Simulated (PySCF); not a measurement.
# C3H7BO: the cost of one run

Programs: PySCF 2.14.0, with density-fitted response routines of our own. Each step states its level of theory. These are calculated values for one molecule in the gas phase, unless marked as measured. Atoms count from 0, in the outputs and in this text.

## Step 1: The starting structure

12 atoms, charge 0, multiplicity 1; geometry from: GFN2-xTB. The atoms were then displaced at random by about 0.01 Å, so the start is not that level's minimum.

Bonds of the start (Å): B0–C1 1.53, C1–C2 1.34, C1–O3 1.34, O3–C4 1.43, B0–H5 1.20, B0–H6 1.16, C2–H7 1.11, C2–H8 1.06, C4–H9 1.08, C4–H10 1.11, C4–H11 1.10.

## Step 2: Geometry optimisation at PBE0-D3(BJ)/def2-SVP

What the job is given:

```
{"job": {"xc": "PBE0", "basis": "def2-SVP", "d3": "d3bj", "grid": 1, "shake": 0.01, "kind": "geom"}, "charge": 0, "multiplicity": 1}
B      0.569900     1.039630     0.983350
C      0.594530    -0.171050     0.041440
C      1.759660    -0.756840    -0.248170
O     -0.457550    -0.748590    -0.561620
C     -1.767580    -0.216960    -0.329180
H     -0.444320     1.620870     1.261330
H      1.570290     1.449870     1.415530
H      2.712100    -0.376600     0.169810
H      1.832880    -1.608170    -0.869160
H     -2.460970    -0.830630    -0.878070
H     -2.038780    -0.256590     0.751190
H     -1.830460     0.826790    -0.657220
```

The run is started by

```sh
> OMP_NUM_THREADS=1 python probes_run.py task.json out
```

One launch serves the whole session: the jobs run in the order shown.

**Question.** How long does this first job take on 1 thread of Arm Neoverse V1, shared host, and how much memory does it need?

About 23 s, with a peak of 0.43 GiB.
